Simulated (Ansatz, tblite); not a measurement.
# SnH(OtBu)3 (C12H28O3Sn): spin-state energies by level

Aim: set other spin states of SnH(OtBu)3 (C12H28O3Sn) against its singlet, on many levels of theory.

Computed with Ansatz 0.2.0, Gaussian basis. Level: level and basis change from run to run.

Plan: triplet, at the geometry of the singlet (GFN1-xTB, GFN2-xTB, PBE0-D4/def2-TZVP, PBE-D4/def2-TZVP, r2SCAN-D4/def2-TZVP); the singlet's energies come from earlier runs.

## (1) The relaxed structure

The singlet was relaxed beforehand with PBE-D4/def2-SVP.

44 atoms, charge 0, spin multiplicity 1.

Bond lengths: Sn1–H2 1.731 Å, Sn1–O3 2.018 Å, Sn1–O17 2.017 Å, Sn1–O31 2.017 Å, O3–C4 1.444 Å, C4–C5 1.537 Å, C4–C6 1.534 Å, C4–C7 1.537 Å, C5–H8 1.109 Å, C5–H9 1.112 Å, C5–H10 1.109 Å, C6–H11 1.108 Å, C6–H12 1.109 Å, C6–H13 1.108 Å, C7–H14 1.109 Å, C7–H15 1.108 Å, C7–H16 1.109 Å, O17–C18 1.444 Å and more. Angles: H2–Sn1–O3 110.6°, H2–Sn1–O17 110.1°, H2–Sn1–O31 110.6°, O3–Sn1–O17 108.6°, O3–Sn1–O31 108.2°, O17–Sn1–O31 108.7°, Sn1–O3–C4 122.9°, O3–C4–C5 110.4°, O3–C4–C6 104.6°, O3–C4–C7 109.6°, C5–C4–C6 110.7°, C5–C4–C7 110.4°, C6–C4–C7 111.0°, C4–C5–H8 111.4°, C4–C5–H9 110.5°, C4–C5–H10 110.5°, H8–C5–H9 107.1°, H8–C5–H10 108.0° and more.

Sn takes a core potential in the def2 sets. No spin-orbit coupling is included.

## (2) Triplet at the fixed geometry, GFN1-xTB

Tight binding, by tblite at 300 K electronic temperature and without a spin-polarisation term:

```python
tblite.interface.Calculator('GFN1-xTB', numbers, positions, charge=0, uhf=2).singlepoint()
```

Energy -1550.9219 eV; 0.093 s.

## (3) Triplet at the fixed geometry, GFN2-xTB

Tight binding, by tblite at 300 K electronic temperature and without a spin-polarisation term:

```python
tblite.interface.Calculator('GFN2-xTB', numbers, positions, charge=0, uhf=2).singlepoint()
```

Energy -1474.0573 eV; 0.061 s.

## (4) Triplet at the fixed geometry, PBE0-D4/def2-TZVP

in.yaml reads:

```yaml
crystal:
  periodic: [false, false, false]
  atoms:
    - {symbol: Sn, position_ang: [-0.052830, -0.030940, 1.264335]}
    - {symbol: H, position_ang: [-0.102329, -0.067899, 2.994221]}
    - {symbol: O, position_ang: [1.848919, -0.179477, 0.606508]}
    - {symbol: C, position_ang: [2.620867, 0.962511, 0.176004]}
    - {symbol: C, position_ang: [2.512993, 2.100252, 1.203758]}
    - {symbol: C, position_ang: [4.063018, 0.445558, 0.089106]}
    - {symbol: C, position_ang: [2.122150, 1.434332, -1.198835]}
    - {symbol: H, position_ang: [3.160924, 2.957469, 0.928603]}
    - {symbol: H, position_ang: [1.470126, 2.482304, 1.253281]}
    - {symbol: H, position_ang: [2.821554, 1.746036, 2.208537]}
    - {symbol: H, position_ang: [4.401436, 0.084355, 1.080458]}
    - {symbol: H, position_ang: [4.752071, 1.244233, -0.252314]}
    - {symbol: H, position_ang: [4.122205, -0.399686, -0.624674]}
    - {symbol: H, position_ang: [1.071549, 1.779521, -1.120078]}
    - {symbol: H, position_ang: [2.170645, 0.604186, -1.931809]}
    - {symbol: H, position_ang: [2.735929, 2.274509, -1.583777]}
    - {symbol: O, position_ang: [-0.834509, 1.699740, 0.585319]}
    - {symbol: C, position_ang: [-2.141496, 1.791801, -0.022031]}
    - {symbol: C, position_ang: [-3.192773, 1.112251, 0.869705]}
    - {symbol: C, position_ang: [-2.412485, 3.298444, -0.128650]}
    - {symbol: C, position_ang: [-2.116038, 1.139029, -1.412888]}
    - {symbol: H, position_ang: [-4.215299, 1.239187, 0.458910]}
    - {symbol: H, position_ang: [-2.998592, 0.019820, 0.935403]}
    - {symbol: H, position_ang: [-3.175660, 1.548676, 1.889149]}
    - {symbol: H, position_ang: [-2.399005, 3.762377, 0.877449]}
    - {symbol: H, position_ang: [-3.398693, 3.492839, -0.596403]}
    - {symbol: H, position_ang: [-1.629111, 3.784314, -0.743253]}
    - {symbol: H, position_ang: [-1.894695, 0.056819, -1.317472]}
    - {symbol: H, position_ang: [-1.336332, 1.608246, -2.045854]}
    - {symbol: H, position_ang: [-3.092992, 1.248436, -1.926967]}
    - {symbol: O, position_ang: [-1.109041, -1.564873, 0.490643]}
    - {symbol: C, position_ang: [-0.489961, -2.758685, -0.036807]}
    - {symbol: C, position_ang: [0.541980, -3.310417, 0.959543]}
    - {symbol: C, position_ang: [-1.649501, -3.746946, -0.219511]}
    - {symbol: C, position_ang: [0.180540, -2.443236, -1.383002]}
    - {symbol: H, position_ang: [0.972032, -4.270220, 0.607186]}
    - {symbol: H, position_ang: [1.386750, -2.597794, 1.079054]}
    - {symbol: H, position_ang: [0.070190, -3.488186, 1.947453]}
    - {symbol: H, position_ang: [-2.141467, -3.944995, 0.753333]}
    - {symbol: H, position_ang: [-1.290117, -4.708543, -0.638281]}
    - {symbol: H, position_ang: [-2.406157, -3.323242, -0.908971]}
    - {symbol: H, position_ang: [0.995295, -1.705941, -1.234792]}
    - {symbol: H, position_ang: [-0.558732, -2.020469, -2.092593]}
    - {symbol: H, position_ang: [0.616642, -3.355719, -1.838986]}
basis:
  gaussian: {orbitals: def2-TZVP, fitting: {mean_field: def2-universal-jkfit}}
magnetization: {spin_polarized: true, initial_magnetization: 2}
hamiltonian: {xc: pbe0, dispersion: d4}
scf: {omitted_lower_state_checks: [starts]}
output: {orbitals: {seedname: orbitals}}
```

Launch:

```console
> ansatz run in.yaml --threads 2 --pin off --events-out ev --progress --plain --max-ram 22528MiB --backend cuda --devices 0, --max-vram 18GiB
```

The log of the run:

```text
Functional definition: PBE0
  name "PBE0"
  cite "Adamo & Barone, J. Chem. Phys. 110, 6158 (1999) doi:10.1063/1.478522"
  cite "Perdew, Burke & Ernzerhof, Phys. Rev. Lett. 77, 3865 (1996) doi:10.1103/PhysRevLett.77.3865"
  parent pbe
  parameter a = 0.25
  parameter kappa = 0.804
  parameter beta = 0.06672455060314922
  exchange = (1 - a)*pbe_x(kappa = kappa, mu = beta*pi^2/3) + a*exact_x
  correlation = pbe_c(beta = beta)
these checks for a lower state are left out or cut short: starts
1853 factors; integrals over basis functions are off by at most 8.7e-1 eV
mean field evaluation 1: about -24817.4327 eV, gradient 9.2e1 eV
mean field evaluation 2: about -24745.9381 eV, gradient 1.5e2 eV
mean field evaluation 4: about -24854.5337 eV, gradient 1.6e1 eV
mean field evaluation 8: about -24855.4786 eV, gradient 2.0e0 eV
mean field evaluation 16: about -24855.5074 eV, gradient 1.8e-2 eV
mean field evaluation 32: about -24855.5074 eV, gradient 1.0e-4 eV
mean field -24855.50739720 eV, -913.4230491791 hartree, gradient 7.8e-6 eV, S^2 2.016403; 0 other end points of the search recorded, 0 dependent functions left out
reference -24855.50746163 eV, -913.4230515467 hartree; 74, 72 occupied and 609, 611 virtual orbitals, 1853 factors
Total energy: -24856.69260142 eV, -913.4666046307 hartree
Checks for a lower state left out: starts
```

Run time: 8 s. Hardware: 1 × H100 (card shared with other runs) with 2 threads of AMD EPYC 7R13, shared host; peak host memory 1.3 GiB.

Report: HOMO -2.77 eV, LUMO -5.60 eV (over both spins; with the spin held, an empty level of the minority spin lies below the top filled one); ⟨S²⟩ 2.016 (pure: 2.00).

## (5) Triplet at the fixed geometry, PBE-D4/def2-TZVP

start.molden holds the orbitals of an earlier run on this state, given as this run's starting guess.

in.yaml: that of step 4 with these lines changed.

```diff
@@ -48,5 +48,5 @@
 basis:
-  gaussian: {orbitals: def2-TZVP, fitting: {mean_field: def2-universal-jkfit}}
+  gaussian: {orbitals: def2-TZVP, fitting: {mean_field: def2-universal-jkfit}, initial_orbitals: start.molden}
 magnetization: {spin_polarized: true, initial_magnetization: 2}
-hamiltonian: {xc: pbe0, dispersion: d4}
+hamiltonian: {xc: pbe, dispersion: d4}
 scf: {omitted_lower_state_checks: [starts]}
```

Launched as before.

The log of the run:

```text
Functional definition: PBE
  name "PBE"
  cite "Perdew, Burke & Ernzerhof, Phys. Rev. Lett. 77, 3865 (1996) doi:10.1103/PhysRevLett.77.3865"
  parent pbe
  parameter kappa = 0.804
  parameter beta = 0.06672455060314922
  exchange = pbe_x(kappa = kappa, mu = beta*pi^2/3)
  correlation = pbe_c(beta = beta)
these checks for a lower state are left out or cut short: starts
1853 factors; integrals over basis functions are off by at most 8.7e-1 eV
mean field evaluation 1: about -24853.4258 eV, gradient 1.2e1 eV
mean field evaluation 2: about -24853.8073 eV, gradient 4.4e-1 eV
mean field evaluation 4: about -24853.8259 eV, gradient 1.6e-2 eV
mean field evaluation 8: about -24853.8259 eV, gradient 2.4e-5 eV
mean field -24853.82594627 eV, -913.3612569970 hartree, gradient 2.4e-5 eV, S^2 2.004777; 0 other end points of the search recorded, 0 dependent functions left out
reference -24853.82603476 eV, -913.3612602490 hartree; 74, 72 occupied and 609, 611 virtual orbitals, 1853 factors
Total energy: -24855.18713012 eV, -913.4112795811 hartree
Checks for a lower state left out: starts
```

Run time: 4.8 s. Hardware: 1 × H100 (card shared with other runs) with 2 threads of AMD EPYC 7R13, shared host.

Report: HOMO -1.97 eV, LUMO -5.83 eV (over both spins; with the spin held, an empty level of the minority spin lies below the top filled one); ⟨S²⟩ 2.005 (pure: 2.00).

## (6) Triplet at the fixed geometry, r2SCAN-D4/def2-TZVP

in.yaml: that of step 5 with these lines changed.

```diff
@@ -50,3 +50,3 @@
 magnetization: {spin_polarized: true, initial_magnetization: 2}
-hamiltonian: {xc: pbe, dispersion: d4}
+hamiltonian: {xc: r2scan, dispersion: d4}
 scf: {omitted_lower_state_checks: [starts]}
```

Launched as before.

The log of the run, shortened:

```text
Functional definition: r2SCAN
  name "r2SCAN"
  cite "Furness, Kaplan, Ning, Perdew & Sun, J. Phys. Chem. Lett. 11, 8208 (2020) doi:10.1021/acs.jpclett.0c02405"
  cite "Furness, Kaplan, Ning, Perdew & Sun, J. Phys. Chem. Lett. 11, 9248 (2020) doi:10.1021/acs.jpclett.0c03077"
  parent r2scan
[...]
1853 factors; integrals over basis functions are off by at most 8.7e-1 eV
[...]
mean field -24869.87461815 eV, -913.9510348104 hartree, gradient 2.0e-5 eV, S^2 2.011666; 0 other end points of the search recorded, 0 dependent functions left out
reference -24869.87464738 eV, -913.9510358846 hartree; 74, 72 occupied and 609, 611 virtual orbitals, 1853 factors
Total energy: -24870.28770976 eV, -913.9662156474 hartree
Checks for a lower state left out: starts
```

Run time: 7 s. Hardware: 1 × H100 (card shared with other runs) with 2 threads of AMD EPYC 7R13, shared host; peak host memory 1.3 GiB.

From the report: HOMO -2.05 eV, LUMO -5.90 eV (over both spins; with the spin held, an empty level of the minority spin lies below the top filled one); ⟨S²⟩ 2.012 (pure: 2.00).

## (7) Triplet less singlet, vertical

The singlet's energies are those of its earlier runs, whose logs aren't repeated here.

```tsv
level	triplet less singlet, vertical (eV)	time
GFN1-xTB	+3.898	0.15 s
GFN2-xTB	+3.441	0.11 s
PBE-D4/def2-TZVP	+3.977	7.9 s
r2SCAN-D4/def2-TZVP	+4.247	11 s
PBE0-D4/def2-TZVP	+4.725	13 s
```

Times add the two runs; a level without a time comes out of a correlated run. Tight binding without a spin term can't rank spin states.

## (8) Summary of results

| quantity | value |
| --- | --- |
| triplet less singlet, vertical, functionals in def2-TZVP | +3.977 (PBE-D4) to +4.725 eV (PBE0-D4) |

In words: All functionals put the triplet above the singlet, over a spread of 0.749 eV. The checks for a lower triplet were left out, so another state of that spin may lie lower. These are electronic energies, without zero-point motion, entropy or surroundings.
